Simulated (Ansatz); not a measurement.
# B2As: the cost of one run

Method: DFT PBE, scalar-relativistic, plane waves, PAW, in Ansatz 0.2.0.

### 1 The starting structure

The structure is monoclinic, space group C2/c (No. 15). Conventional cell: a = 5.424 Å, b = 5.118 Å, c = 5.328 Å, α = 90.00°, β = 108.53°, γ = 90.00°. B (site symmetry 1) has 1 B at 1.67 Å as nearest neighbours. Around As (site symmetry -1) lie 6 B at 2.16 to 2.27 Å.

Structure file:

```cif
data_structure
_symmetry_space_group_name_H-M 'P 1'
_symmetry_Int_Tables_number 1
_cell_length_a 3.7287
_cell_length_b 3.7287
_cell_length_c 5.3285
_cell_angle_alpha 103.364
_cell_angle_beta 103.364
_cell_angle_gamma 86.683
_cell_volume 70.12
loop_
_atom_site_label
_atom_site_type_symbol
_atom_site_fract_x
_atom_site_fract_y
_atom_site_fract_z
_atom_site_occupancy
B1 B 0.17222 0.47460 0.42106 1
B2 B 0.52540 0.82778 0.07894 1
B3 B 0.82778 0.52540 0.57894 1
B4 B 0.47460 0.17222 0.92106 1
As1 As 0.00000 0.50000 0.00000 1
As2 As 0.50000 0.00000 0.50000 1
```

The cell was relaxed beforehand at this level, from an invented guess; it needn't be the stable form of this composition. At a tolerance of 0.05 Å it has space group C2/c (No. 15); it has 11.69 Å³/atom, an uncorrected energy of +0.97 eV/atom over the elements.

### 2 Electronic structure at the relaxed geometry

input.yaml

```yaml
crystal:
  lattice:
    - [2.7117534772, -2.5591635707, -0.0115687625]
    - [2.7117534772, 2.5591635707, -0.0115687625]
    - [-1.6718334278, 0.0, 5.0594206172]
  atoms:
    - { symbol: B, position: [0.172215901, 0.4746022989, 0.4210565911] }
    - { symbol: B, position: [0.5253977011, 0.827784099, 0.0789434089] }
    - { symbol: B, position: [0.827784099, 0.5253977011, 0.5789434089] }
    - { symbol: B, position: [0.4746022989, 0.172215901, 0.9210565911] }
    - { symbol: As, position: [0.0, 0.5, 0.0] }
    - { symbol: As, position: [0.5, 0.0, 0.5] }
basis:
  ecutwfc: 420
kpoints:
  mp_grid: { grid: [10, 10, 8] }
  band_path:
    path:
      - [[0.0, 0.0, 0.0], [-0.49766641, 0.49766641, 0.0]]
      - [[-0.50233359, -0.49766641, 0.0], [-0.5, -0.5, 0.0], [0.0, 0.0, 0.0], [-0.5, -0.5, 0.5], [-0.58244673, -0.41755327, 0.5]]
      - [[-0.41755327, 0.41755327, 0.5], [0.0, 0.0, 0.5], [0.0, 0.0, 0.0]]
      - [[-0.5, 0.0, 0.5], [0.0, 0.0, 0.0], [-0.5, 0.0, 0.0]]
    npoints: 14
hamiltonian:
  xc: pbe
scf:
  occupations: { method: gaussian, width: 0.1 }
  n_extra_bands: 15
output:
  forces: true
  stress: true
  eigenvalues: true
  populations: true
  dos: { projected: true, de: 0.02, nscf_kmesh: { grid: [12, 12, 10] } }
  bader: true
  write_density: true
  write_potential: true
  elf: true
  volumetric_format: npy
```

Launch:

```console
ansatz run input.yaml --threads 1 --pin off --max-ram 2560MiB --backend cpu --events-out ev --progress --plain --runs-dir out
```

What time and memory should one allow on 1 thread of Arm Neoverse V1, shared host?

About 2.7 min, with a peak of 0.82 GiB.
